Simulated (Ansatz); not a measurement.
# Cr (bcc type): the cost of one run

Program: Ansatz 0.2.0. Level of theory: DFT PBE, with the methods named in each step. These are calculated values, not measurements.

1 further run of the same task is left out (it didn't finish).

## Step 1: The system as given

It takes space group Im-3m (No. 229, cubic). Conventional cell: a = 2.865 Å, b = 2.865 Å, c = 2.865 Å, α = 90.00°, β = 90.00°, γ = 90.00°. Cr (site symmetry m-3m) has 8 Cr at 2.48 Å as nearest neighbours.

Coordinates:

```
CELL_PARAMETERS angstrom
-1.43265 1.43265 1.43265
1.43265 -1.43265 1.43265
1.43265 1.43265 -1.43265
ATOMIC_POSITIONS crystal
Cr 0.00000 0.00000 0.00000
```

## Step 2: Bulk cell relaxed, PAW

Contents of input.yaml:

```yaml
crystal:
  lattice:
    - [-1.4326509582, 1.4326509582, 1.4326509582]
    - [1.4326509582, -1.4326509582, 1.4326509582]
    - [1.4326509582, 1.4326509582, -1.4326509582]
  atoms:
    - { symbol: Cr, position: [0.0, 0.0, 0.0], spin: 2.0 }
magnetization:
  spin_polarized: true
kpoints:
  mp_grid: { grid: [21, 21, 21] }
scf:
  occupations: { method: fermi_dirac, width: 0.08 }
hamiltonian:
  xc: pbe
  pseudopotentials: { kind: paw }
output:
  forces: true
  stress: true
relax:
  f_tol: 0.005
  max_steps: 40
  cell: {}
```

Run with:

```console
ansatz run input.yaml --threads 3 --pin off --max-ram 9216MiB --backend cpu --events-out ev --progress --plain --runs-dir out
```

**Question.** How long does this run take on 3 threads of Arm Neoverse V1, shared host, and how much memory does it need?

About 12 s, with a peak of 0.35 GiB.
